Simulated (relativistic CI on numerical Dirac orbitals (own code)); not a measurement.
# Ni⁴⁺: 3s photoemission multiplets

Aim: the 3s photoemission spectrum of Ni⁴⁺ in 4 surroundings, from the same atomic integrals.

Program: relativistic CI on numerical Dirac orbitals (own code) version 1. Level of theory: Dirac-Coulomb-Breit CI, KLI orbitals optimised for each configuration, model QED (radiative potential, 1s self-energy scaled to tabulated hydrogen-like ionisation energies), valence Slater integrals scaled by 0.8, multiplet model of photoemission in the sudden approximation. These are calculated values, not measurements, unless marked.

**1. The atom as given**

```
ion            : Ni⁴⁺ (Ni V)
nuclear charge : 28
electrons      : 24
configurations : [Ar] 3d6 → [Ne] 3s 3p6 3d6
temperature    : 80 K
widths         : Lorentz 2.1 eV, Gauss 0.6 eV
surrounding 1  : free ion
surrounding 2  : Td, 10Dq = -2200 cm⁻¹
surrounding 3  : Td, 10Dq = -6150 cm⁻¹
surrounding 4  : Td, 10Dq = -10050 cm⁻¹
```

**2. Surrounding 1: free ion**

Settings of the run:

```ini
atom Ni  Z=28  charge=4  electrons=24
nucleus A=58  rms_radius_fm=3.7757
hamiltonian dirac-coulomb  breit=on  qed=on  c_scale=1
orbitals kli  potential=per-configuration
slater_scale 0.8
correlation none
mixing on
configurations
  [Ar] 3d6
  [Ne] 3s 3p6 3d6
end
photoemission 3s T=80 lorentz=2.1 gauss=0.6
crystal_field free
```

**3. Surrounding 2: Td, 10Dq = -2200**

Settings: those of step 2 with these lines changed.

```diff
@@ -12,2 +12,2 @@
 photoemission 3s T=80 lorentz=2.1 gauss=0.6
-crystal_field free
+crystal_field Td 10Dq=-2200
```

**4. Surrounding 3: Td, 10Dq = -6150**

Settings: those of step 3 with these lines changed.

```diff
@@ -12,2 +12,2 @@
 photoemission 3s T=80 lorentz=2.1 gauss=0.6
-crystal_field Td 10Dq=-2200
+crystal_field Td 10Dq=-6150
```

**5. Surrounding 4: Td, 10Dq = -10050**

Settings: those of step 4 with these lines changed.

```diff
@@ -12,2 +12,2 @@
 photoemission 3s T=80 lorentz=2.1 gauss=0.6
-crystal_field Td 10Dq=-6150
+crystal_field Td 10Dq=-10050
```

(Steps that only read results are left out.)

**Question.** What will these runs give? Wanted: highest peak, first run; ground spin.

As calculated:

| surrounding | ground S | centroid (eV) | spread (eV) | up to four highest peaks (% of the highest), eV |
| --- | --- | --- | --- | --- |
| 1: free | 2.00 | 194.73 | 5.71 | 190.0 (100), 201.8 (67) |
| 2: Td | 2.00 | 194.74 | 5.71 | 190.0 (100), 201.8 (67) |
| 3: Td | 2.00 | 194.74 | 5.71 | 190.0 (100), 201.8 (67) |
| 4: Td | 2.00 | 194.74 | 5.70 | 190.0 (100), 201.8 (66) |

```
                           quantity     value
            highest peak, first run  190.0 eV
ground spin (effective S from ⟨S²⟩)      2.00
```

**Reading.** The highest peak stays in place, within the step of the energy grid, in all surroundings. Energies are those of the free ion without screening by ligands; binding energies in solids differ by tens of eV. The exchange splitting of an s hole comes out too large without intra-shell correlation.
